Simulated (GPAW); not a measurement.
# WS2 in GPAW: band structure with LDA

Aim: the band structure of WS2 with LDA.

Program: GPAW 26.7.0. These are calculated values, not measurements. Logs are shortened: lines on timing, memory, paths and dates and some standing lists are left out, and cuts for length are marked. The log counts tension as positive stress, the text compression.

## 1. Starting point

The cell holds a slab with vacuum, 12 atoms: a = 3.180 Å, b = 3.180 Å, c = 34.950 Å, α = 90.00°, β = 90.00°, γ = 120.00°.

## 2. Band structure, LDA, spin-orbit coupling, no magnetisation

File run.py:

```python
import numpy as np
from ase import Atoms
from ase.dft.bandgap import bandgap
from ase.io import write
from ase.units import GPa
from ase.parallel import parprint
from gpaw import GPAW, PW
from gpaw.spinorbit import soc_eigenstates

atoms = Atoms(['S', 'S', 'S', 'S', 'S', 'S', 'S', 'S', 'W', 'W', 'W', 'W'],
              cell=[[3.1799999983, 0.0, 0.0],
                    [-1.5899999991, 2.7539607825, 0.0],
                    [0.0, 0.0, 34.95]],
              scaled_positions=[[0.66666667, 0.33333333, 0.18705293],
                                [0.66666667, 0.33333333, 0.27646638],
                                [0.3333333367, 0.6666666633, 0.36587983],
                                [0.3333333367, 0.6666666633, 0.45529328],
                                [0.66666667, 0.33333333, 0.54470672],
                                [0.66666667, 0.33333333, 0.63412017],
                                [0.3333333367, 0.6666666633, 0.72353362],
                                [0.3333333367, 0.6666666633, 0.81294707],
                                [0.3333333367, 0.6666666633, 0.23175966],
                                [0.66666667, 0.33333333, 0.41058655],
                                [0.3333333367, 0.6666666633, 0.58941345],
                                [0.66666667, 0.33333333, 0.76824034]],
              pbc=True)

calc = GPAW(mode=PW(600),
            xc='LDA',
            kpts={'size': (9, 9, 1), 'gamma': True},
            occupations={'name': 'fermi-dirac', 'width': 0.05},
            nbands=87,
            convergence={'density': 1e-05, 'energy': 1e-05},
            maxiter=150,
            txt='gpaw.txt')
atoms.calc = calc
energy = atoms.get_potential_energy()
forces = atoms.get_forces()
stress = atoms.get_stress()
calc.write('gs.gpw')
write('result.traj', atoms)
parprint(f'Energy: {energy:.6f} eV')
parprint('Forces (eV/A):')
parprint(forces.round(4))
parprint('Stress (GPa):', (stress / GPa).round(3))
parprint('Fermi level:', round(calc.get_fermi_level(), 4), 'eV')
parprint(f'Gap: {bandgap(calc)[0]:.4f} eV, direct: {bandgap(calc, direct=True)[0]:.4f} eV')

path = atoms.cell.bandpath('GMKGALHA,LM,KH', npoints=81, eps=1e-4)
bs_calc = calc.fixed_density(kpts=path, symmetry='off', nbands=138,
                             convergence={'bands': 'CBM+6.0', 'eigenstates': 1e-6}, txt='bands.txt')
bs = bs_calc.band_structure()
bs.write('bs.json')
parprint(f'Gap on the path: {bandgap(bs_calc)[0]:.4f} eV')

soc = soc_eigenstates(bs_calc, theta=90, phi=0)
np.savetxt('soc_bands.dat', soc.eigenvalues(), fmt='%.4f')
mesh = soc_eigenstates('gs.gpw', theta=90, phi=0)
np.savetxt('soc_mesh.dat', mesh.eigenvalues(), fmt='%.4f')
parprint('Fermi level with spin-orbit coupling:', round(mesh.fermi_level, 4), 'eV')
```

Potentials or basis: the program's PAW data sets (release 1.2.1) made for this functional, pw.

Command:

```sh
> OMP_NUM_THREADS=1 mpirun -n 4 gpaw python run.py
```

gpaw.txt:

```text
__  _  _
 | _ |_)|_||  |
 |__||  | ||/\| - 26.7.0

Input parameters:
  mode=PW(ecut=600.0),
  convergence={'density': 1e-05, 'energy': 1e-05},
  kpts=MonkhorstPack(size=(9, 9, 1), gamma=True),
  maxiter=150,
  nbands=87,
  occupations=Occupations(name='fermi-dirac', width=0.05),
  xc=XC(name='LDA')

Diagonalizing LCAO Hamiltonian
Converting LCAO to pw mode

        S

           W

        S

           S
        W

           S

        S

           W
        S

           S

        W

           S

Atoms  # Å, Bohr magnetons
|    | symbol |        x |        y |         z |    initial magnetic moments |
|----|--------|----------|----------|-----------|-----------------------------|
|  0 |      S | 1.590000 | 0.917987 |  6.537500 | ( 0.0000,  0.0000,  0.0000) |
|  1 |      S | 1.590000 | 0.917987 |  9.662500 | ( 0.0000,  0.0000,  0.0000) |
|  2 |      S | 0.000000 | 1.835974 | 12.787500 | ( 0.0000,  0.0000,  0.0000) |
|  3 |      S | 0.000000 | 1.835974 | 15.912500 | ( 0.0000,  0.0000,  0.0000) |
|  4 |      S | 1.590000 | 0.917987 | 19.037500 | ( 0.0000,  0.0000,  0.0000) |
|  5 |      S | 1.590000 | 0.917987 | 22.162500 | ( 0.0000,  0.0000,  0.0000) |
|  6 |      S | 0.000000 | 1.835974 | 25.287500 | ( 0.0000,  0.0000,  0.0000) |
|  7 |      S | 0.000000 | 1.835974 | 28.412500 | ( 0.0000,  0.0000,  0.0000) |
|  8 |      W | 0.000000 | 1.835974 |  8.100000 | ( 0.0000,  0.0000,  0.0000) |
|  9 |      W | 1.590000 | 0.917987 | 14.350000 | ( 0.0000,  0.0000,  0.0000) |
| 10 |      W | 0.000000 | 1.835974 | 20.600000 | ( 0.0000,  0.0000,  0.0000) |
| 11 |      W | 1.590000 | 0.917987 | 26.850000 | ( 0.0000,  0.0000,  0.0000) |

Unit cell  # Å
| periodic |         x |        y |         z |   lengths |     angles |
|----------|-----------|----------|-----------|-----------|------------|
|      yes |  3.180000 | 0.000000 |  0.000000 |  3.180000 |  90.000000 |
|      yes | -1.590000 | 2.753961 |  0.000000 |  3.180000 |  90.000000 |
|      yes |  0.000000 | 0.000000 | 34.950000 | 34.950000 | 120.000000 |

Number of symmetries: 12
Symmetry operations  # r_c * U_cc + t_c -> r_c
|    | kind |            matrix            |
|----|------|------------------------------|
|  0 |  σ   |  1, 1, 0,  0,-1, 0,  0, 0, 1 |
|  1 |  S6  |  1, 1, 0, -1, 0, 0,  0, 0,-1 |
|  2 |  E   |  1, 0, 0,  0, 1, 0,  0, 0, 1 |
|  3 |  C2  |  1, 0, 0, -1,-1, 0,  0, 0,-1 |
|  4 |  C2  |  0, 1, 0,  1, 0, 0,  0, 0,-1 |
|  5 |  C3  |  0, 1, 0, -1,-1, 0,  0, 0, 1 |
|  6 |  S6  |  0,-1, 0,  1, 1, 0,  0, 0,-1 |
|  7 |  σ   |  0,-1, 0, -1, 0, 0,  0, 0, 1 |
|  8 |  σ   | -1, 0, 0,  1, 1, 0,  0, 0, 1 |
|  9 |  i   | -1, 0, 0,  0,-1, 0,  0, 0,-1 |
| 10 |  C3  | -1,-1, 0,  1, 0, 0,  0, 0, 1 |
| 11 |  C2  | -1,-1, 0,  0, 1, 0,  0, 0,-1 |

BZ-sampling:
  Number of BZ points: 81
  Number of IBZ points: 12

  Monkhorst-Pack size: [9, 9, 1]
  Monkhorst-Pack shift: [0, 0, 0]

K-points  # in reciprocal-cell coordinates
|     |                                coordinates |     weight |
|-----|--------------------------------------------|------------|
|   0 | (  0.00000000,   0.00000000,   0.00000000) | 0.01234568 |
|   1 | (  0.11111111,   0.00000000,   0.00000000) | 0.07407407 |
|   2 | (  0.22222222,  -0.11111111,   0.00000000) | 0.07407407 |
|   3 | (  0.22222222,   0.00000000,   0.00000000) | 0.07407407 |
|   4 | (  0.33333333,  -0.11111111,   0.00000000) | 0.14814815 |
|   5 | (  0.33333333,   0.00000000,   0.00000000) | 0.07407407 |
|   6 | (  0.33333333,   0.33333333,   0.00000000) | 0.02469136 |
|   7 | (  0.44444444,  -0.22222222,   0.00000000) | 0.07407407 |
|   8 | (  0.44444444,  -0.11111111,   0.00000000) | 0.14814815 |
|   9 | (  0.44444444,   0.00000000,   0.00000000) | 0.07407407 |
| ... |                                            |            |
|  11 | (  0.44444444,   0.44444444,   0.00000000) | 0.07407407 |

Plane wave coefficients: 10267
Cutoff: 600.0 eV

Spin-components: 1 (collinear spins)
Bands:           87
Projectors:      64
Spin-degeneracy: 2
Datatype:        complex128

Parallelization:
  kpt:    4
  domain: 1
  band:   1

Density:
  Valence electrons: 104.0
  Components: 1
  Grid points: [ 18  18 200]
  Charge: 0.0  # |e|

Potential:
  Grid points: [ 18  18 200]

species:
  S:
    name:    Sulfur
    Z:       16.0
    valence: 6
    core:    10
    charge:  0.0  # [|e|]
    compensation charges:
      type: gauss
      rc: 0.24  # [Å]
      lmax: 2
    cutoffs:
      filter: 1.77  # [Å]
      core: 1.66  # [Å]
    projectors
    | kind |    occ | energy [eV] | rcut [Å] |
    |------|--------|-------------|----------|
    |   3s |  2.000 |     -17.278 |    0.974 |
    |   3p |  4.000 |      -7.106 |    0.979 |
    |    s |        |       9.933 |    0.974 |
    |    p |        |      20.105 |    0.979 |
    |    d |        |       0.000 |    0.900 |

    Using partial waves for S as LCAO basis

  W:
    name:    Tungsten
    Z:       74.0
    valence: 14
    core:    60
    charge:  0.0  # [|e|]
    compensation charges:
      type: gauss
      rc: 0.40  # [Å]
      lmax: 2
    cutoffs:
      filter: 2.36  # [Å]
      core: 3.02  # [Å]
    projectors
    | kind |    occ | energy [eV] | rcut [Å] |
    |------|--------|-------------|----------|
    |   5s |  2.000 |     -79.053 |    1.344 |
    |   6s |  2.000 |      -5.886 |    1.344 |
    |   5p |  6.000 |     -43.417 |    1.355 |
    |   6p |  0.000 |      -1.469 |    1.355 |
    |   5d |  4.000 |      -4.693 |    1.228 |
    |    d |        |      22.518 |    1.228 |

    Using partial waves for W as LCAO basis

Reference energy: -1840661.096402  # eV

eigensolver:
  PPCG
  Converge bands: occupied
  niter=2

density mixing:
  MSR1-Mixer
  Pratt-step length: 0.05
  Maximum mixing coefficient: 0.75
  Old densities: 10
  SVD Regularization: 0.005
  Good broyden scale: 1.0
  Trust region scale: 1.0
  Backstep threshold: 4.0
  History deletion threshold: 6.0
  Fourier metric: weight=20.0, sigma=0.015

occupation numbers:
  Fermi-Dirac:
    width: 0.0500  # eV

poisson solver:
  ecut: 4800.0  # eV

xc functional:
  name: None

convergence criteria:
- Maximum integral of absolute [dens]ity change: 1e-05 electrons / valence electron
- Maximum [total energy] change in last 3 cyles: 1e-05 eV / valence electron
- Maximum integral of absolute [eigenst]ate change: 4e-08 eV^2 / valence electron
maximum number of iterations: 150

SCF iterations
|iter     | |      energy | eigst |  dens |
|---------|-|-------------|-------|-------|
|iter:   1| | -100.475600 | +0.37 |       |
|iter:   2| | -100.900993 | -1.20 | -1.19 |
|iter:   3| | -100.637792 | -1.19 | -1.23 |
|iter:   4| | -100.257912 | -1.72 | -1.36 |
|iter:   5| | -100.003103 | -1.96 | -1.54 |
|iter:   6| |  -99.633333 | -2.39 | -1.74 |
|iter:   7| |  -99.629981 | -3.06 | -2.05 |
|iter:   8| |  -99.602582 | -3.49 | -2.31 |
|iter:   9| |  -99.598338 | -3.91 | -2.59 |
|iter:  10| |  -99.596207 | -4.38 | -2.75 |
|iter:  11| |  -99.596220 | -5.59 | -3.37 |
|iter:  12| |  -99.596217c| -6.46 | -4.04 |
|iter:  13| |  -99.596217c| -7.08 | -4.67 |
|iter:  14| |  -99.596217c| -7.58c| -5.22c|

Converged in 14 steps
Energy contributions relative to reference atoms: (reference = -1840661.096402)

Energy contributions:
  Kinetic:          48.158400
  Coulomb:         -57.879520
  Zero:              0.403300
  External:          0.000000
  Xc:              -90.278397
  Entropy:          -0.000001
  Spinorbit:         0.000000
  ----------------------------
  Free energy:     -99.596217
  Extrapolated:    -99.596217

dipole moment: (0.000009, 0.000012, 0.000164)  # |e|*Ang

Fermi level: 4.795
Eigenvalues  # (at kpt = [0.000, 0.000, 0.000])
| band index |      eig [eV] | occ [0-2] |
|------------|---------------|-----------|
|          0 |       -70.076 |     2.000 |
|        ... |               |           |
|         44 |         2.067 |     2.000 |
|         45 |         2.075 |     2.000 |
|         46 |         2.075 |     2.000 |
|         47 |         2.473 |     2.000 |
|         48 |         3.338 |     2.000 |
|         49 |         3.738 |     2.000 |
[... 8 lines left out ...]
|         58 |         6.572 |     0.000 |
|         59 |         6.572 |     0.000 |
|        ... |               |           |
|         86 |        14.073 |     0.000 |

Gap: 1.190 eV
Transition (v -> c):
  (s=0, k=0, n=51, [0.00, 0.00, 0.00]) -> (s=0, k=6, n=52, [0.33, 0.33, 0.00])
Direct/indirect transitions are different
Direct gap: 1.734 eV
Transition at: (s=0, k=6, n=51, [0.33, 0.33, 0.00])

Forces  # eV/Ang
|        x |        y |        z |
|----------|----------|----------|
| -0.00000 |  0.00000 |  0.48830 |  # S    0
|  0.00000 |  0.00000 | -0.40532 |  # S    1
| -0.00000 |  0.00000 |  0.40640 |  # S    2
|  0.00000 |  0.00000 | -0.40671 |  # S    3
| -0.00000 |  0.00000 |  0.40671 |  # S    4
|  0.00000 |  0.00000 | -0.40640 |  # S    5
|  0.00000 |  0.00000 |  0.40532 |  # S    6
|  0.00000 | -0.00000 | -0.48830 |  # S    7
|  0.00000 |  0.00000 | -0.02256 |  # W    8
| -0.00000 | -0.00000 | -0.00023 |  # W    9
|  0.00000 |  0.00000 |  0.00023 |  # W   10
|  0.00000 | -0.00000 |  0.02256 |  # W   11

Stress tensor  # eV/Ang^3
|         x |         y |        z |
|-----------|-----------|----------|
|  0.030121 | -0.000000 | 0.000000 |
| -0.000000 |  0.030121 | 0.000000 |
|  0.000000 |  0.000000 | 0.021476 |

# Writing to gs.gpw (mode='')
```

Run time: 7.7 min. Hardware: 4 MPI ranks of AMD EPYC 7R43 (Zen 3), shared host; peak memory 1.1 GiB.

Results:

```
Free energy             : -99.5962 eV
Largest force           : 0.488 eV/Å
Band gap on the k mesh  : 1.12 eV, indirect (least direct gap 1.50 eV)
Band gap along the path : 1.05 eV, indirect (least direct gap 1.50 eV)
```

Forces on the atoms (eV/Å):
```
S    0.000  0.000  0.488
S    0.000  0.000 -0.405
S    0.000  0.000  0.406
S    0.000  0.000 -0.407
S    0.000  0.000  0.407
S    0.000  0.000 -0.406
S    0.000  0.000  0.405
S    0.000  0.000 -0.488
W    0.000  0.000 -0.023
W    0.000  0.000  0.000
W    0.000  0.000  0.000
W    0.000  0.000  0.023
```

Stress tensor (GPa, compression positive):
```
-4.83  0.00  0.00
 0.00 -4.83  0.00
 0.00  0.00 -3.44
```

Levels at the corners of the path, in eV from the valence-band top:
```
point  band 102  band 103  band 104  band 105  band 106  band 107
    Γ     -0.20      0.00      0.00      2.19      2.19      2.19
    M     -1.37     -1.36     -1.36      2.07      2.07      2.09
    K     -0.40     -0.38     -0.38      1.12      1.12      1.12
    Γ     -0.20      0.00      0.00      2.19      2.19      2.19
    A     -0.20      0.00      0.00      2.19      2.19      2.19
    L     -1.37     -1.36     -1.36      2.07      2.07      2.09
    H     -0.40     -0.38     -0.38      1.12      1.12      1.12
    A     -0.20      0.00      0.00      2.19      2.19      2.20
    L     -1.37     -1.36     -1.36      2.07      2.07      2.09
    M     -1.37     -1.36     -1.36      2.07      2.07      2.09
    K     -0.40     -0.38     -0.38      1.12      1.12      1.12
    H     -0.40     -0.38     -0.38      1.12      1.12      1.12
```

Caveat: spin-orbit coupling was added after a scalar SCF, so levels and gaps hold it while energy, forces, pressure and moments don't; this program's spin-orbit splittings come out too wide for heavy elements.
